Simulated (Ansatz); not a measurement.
# CH5AlClNO: the cost of one run

Program: Ansatz 0.2.0. Level of theory: RKS PBE0-D4/def2-SVP. These are calculated values, not measurements.

## 1. Starting point

Bond lengths: Al1–N2 2.235 Å, Al1–O3 1.648 Å, Al1–C4 2.299 Å, O3–C4 1.463 Å, Al1–Cl6 2.024 Å, N2–H7 1.013 Å, N2–H8 1.013 Å, C4–H9 1.091 Å, C4–H10 1.091 Å. Angles (14 of 16 angles, heavy atoms first): N2–Al1–O3 111.6°, N2–Al1–C4 72.3°, N2–Al1–Cl6 115.5°, O3–Al1–C4 39.3°, O3–Al1–Cl6 133.0°, C4–Al1–Cl6 172.2°, Al1–O3–C4 95.1°, Al1–C4–O3 45.6°, Al1–N2–H7 118.1°, Al1–N2–H8 115.9°, Al1–C4–H9 122.5°, Al1–C4–H10 126.5°, O3–C4–H9 107.2°, O3–C4–H10 106.8°.

Structure file:

```xyz
10

Al   -0.7046   -0.0849    1.0758
N     1.2551   -0.7336    0.2178
O    -1.6008    0.7514   -0.0256
C    -0.5861    0.7080   -1.0790
H     0.5205   -0.0366   -0.6834
Cl   -1.0385   -0.6329    2.9953
H     1.4589   -1.7252    0.1904
H     2.0746   -0.2587    0.5774
H    -0.3166    1.7401   -1.3098
H    -1.0625    0.2723   -1.9590
```

## 2. A restrained relaxation towards end A

Springs on the bonds that form and break draw the guess towards this end; the thresholds are loose.

input.yaml reads:

```yaml
crystal:
  periodic: [false, false, false]
  atoms:
    - { symbol: Al, position_ang: [-0.7046, -0.0849, 1.0758] }
    - { symbol: "N", position_ang: [1.2551, -0.7336, 0.2178] }
    - { symbol: O, position_ang: [-1.6008, 0.7514, -0.0256] }
    - { symbol: C, position_ang: [-0.5861, 0.708, -1.079] }
    - { symbol: H, position_ang: [0.5205, -0.0366, -0.6834] }
    - { symbol: Cl, position_ang: [-1.0385, -0.6329, 2.9953] }
    - { symbol: H, position_ang: [1.4589, -1.7252, 0.1904] }
    - { symbol: H, position_ang: [2.0746, -0.2587, 0.5774] }
    - { symbol: H, position_ang: [-0.3166, 1.7401, -1.3098] }
    - { symbol: H, position_ang: [-1.0625, 0.2723, -1.959] }
basis:
  gaussian: { orbitals: def2-SVP }
hamiltonian:
  xc: pbe0
  dispersion: d4
relax:
  f_tol: 0.15
  max_steps: 25
  restrain:
    - { distance: [4, 1], at: 2.32, k: 30.0 }
    - { distance: [0, 3], at: 3.27, k: 30.0 }
    - { distance: [0, 1], at: 1.92, k: 30.0 }
    - { distance: [4, 3], at: 1.07, k: 30.0 }
output:
  orbitals: {}
```

Launch:

```bash
$ ansatz run input.yaml --threads 2 --pin off --max-ram 3072MiB --backend cpu --events-out ev --progress --plain --runs-dir out
```

What time and memory should one allow on 2 threads of Intel Xeon at 2.80GHz (Skylake/Cascade Lake), shared host?

About 38 s, with a peak of 0.24 GiB.
